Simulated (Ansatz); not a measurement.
# Si8HO16: the cost of one run

Program: Ansatz 0.2.0. Level of theory: DFT PBE, plane waves, PAW, scalar-relativistic, no spin polarisation. These are calculated values, not measurements.

## (1) The structure to begin with

The cell holds 25 atoms (HO16Si8): a = 5.908 Å, b = 5.908 Å, c = 5.330 Å, α = 90.00°, β = 90.00°, γ = 90.00°.

Its coordinates follow in the input file.

## (2) End point A

The input, input.yaml:

```yaml
crystal:
  lattice:
    - [-4.1773, -4.1773, 0.0]
    - [4.1773, -4.1773, 0.0]
    - [0.0, 0.0, 5.3304]
  atoms:
    - { symbol: Si, position: [0.5, 0.5, 0.0] }
    - { symbol: Si, position: [0.0, 0.5, 0.25] }
    - { symbol: O, position: [0.1941, 0.5, 0.0] }
    - { symbol: O, position: [0.0, 0.1941, 0.25] }
    - { symbol: O, position: [0.8059, 0.5, 0.0] }
    - { symbol: O, position: [0.0, 0.8059, 0.25] }
    - { symbol: Si, position: [0.5, 0.5, 0.5] }
    - { symbol: Si, position: [0.0, 0.5, 0.75] }
    - { symbol: O, position: [0.1941, 0.5, 0.5] }
    - { symbol: O, position: [0.0, 0.1941, 0.75] }
    - { symbol: O, position: [0.8059, 0.5, 0.5] }
    - { symbol: O, position: [0.0, 0.8059, 0.75] }
    - { symbol: Si, position: [0.0, 0.0, 0.0] }
    - { symbol: Si, position: [0.5, 0.0, 0.25] }
    - { symbol: O, position: [0.6941, 0.0, 0.0] }
    - { symbol: O, position: [0.5, 0.6941, 0.25] }
    - { symbol: O, position: [0.3059, 0.0, 0.0] }
    - { symbol: O, position: [0.5, 0.3059, 0.25] }
    - { symbol: Si, position: [0.0, 0.0, 0.5] }
    - { symbol: Si, position: [0.5, 0.0, 0.75] }
    - { symbol: O, position: [0.6941, 0.0, 0.5] }
    - { symbol: O, position: [0.5, 0.6941, 0.75] }
    - { symbol: O, position: [0.3059, 0.0, 0.5] }
    - { symbol: O, position: [0.5, 0.3059, 0.75] }
    - { symbol: H, position: [0.6495579, 0.7275744, 0.5064554] }
total_charge: 1
basis:
  ecutwfc: 420.0
kpoints:
  mp_grid: { grid: [2, 2, 2] }
hamiltonian:
  xc: pbe
  pseudopotentials: { kind: paw, azcp: { folder: soft_1 } }
scf:
  occupations: { method: fermi_dirac, width: 0.05 }
  lower_state_search: "off"
relax:
  f_tol: 0.03
  max_steps: 60
  adjacent_minimum: "off"
```

Command:

```
> ansatz run input.yaml --threads 1 --pin off --max-ram 3072MiB --backend cpu --events-out ev --progress --plain --runs-dir out
```

Q: Estimate wall time and peak memory on 1 thread of Arm Neoverse V1, shared host.

About 50 s, with a peak of 0.43 GiB.
